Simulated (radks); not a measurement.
# Ionisation of Zn⁺: one atom, several choices of exchange strength α

One table from this session's results is given with a row withheld; the runs are named, their logs left out.

Method: scalar-relativistic Kohn-Sham, spin-polarised, spherical densities, finite nucleus; open shells are filled with parallel spins first. Code: radks (a radial shooting solver on a logarithmic mesh, Libxc functionals) version 1.

### The system

```
element       : zinc (Z = 30)
charge        : +1
electrons     : 29
configuration : [Ar] 3d10 4s1
ion           : Zn²⁺, [Ar] 3d10
choices       : α = 0.595; α = 0.667; α = 0.728; α = 0.766; α = 0.992; α = 1.013; α = 1.016
```

The outer shells:

Zn⁺
```
[Ar] core
3d [↑↓][↑↓][↑↓][↑↓][↑↓]
4s [↑ ]
```

Zn²⁺
```
[Ar] core
3d [↑↓][↑↓][↑↓][↑↓][↑↓]
```

Set-up of the first run:

Settings of this run:

```text
Z 30
configuration [Ar] 3d10 4s1
relativity scalar-relativistic
functional xalpha 0.595
spin polarised
nucleus finite rms 3.9283 fm
c 137.035999084
```

Steps of the session up to this table: α = 0.595: Zn⁺.

One of the session's tables, all rows but one given; the rest of the session is left out.

It belongs to the step «α = 0.595: Zn⁺». Sizes of the orbitals, from the radial functions (bohr):

| level | <r> | outermost maximum (interpolated) | 90 % within | nodes |
| --- | --- | --- | --- | --- |
| 3s down | 0.6844 | 0.590 | 1.03 | 2 |
| 3s up | 0.6848 | 0.590 | 1.03 | 2 |
| 3p up | ? | ? | ? | ? |
| 3p down | 0.7169 | 0.594 | 1.11 | 1 |
| 3d up | 0.9274 | 0.567 | 1.65 | 0 |
| 3d down | 0.9068 | 0.566 | 1.60 | 0 |
| 4s up | 2.444 | 2.02 | 3.69 | 3 |
| 4s down | 2.441 | 1.99 | 3.71 | 3 |

Estimate the missing values for 3p up.

The run gave: <r>: 0.7180; outermost maximum (interpolated): 0.594; 90 % within: 1.11; nodes: 1. In the column «<r>» it lies between 3p down (0.7169) and 3d down (0.9068).
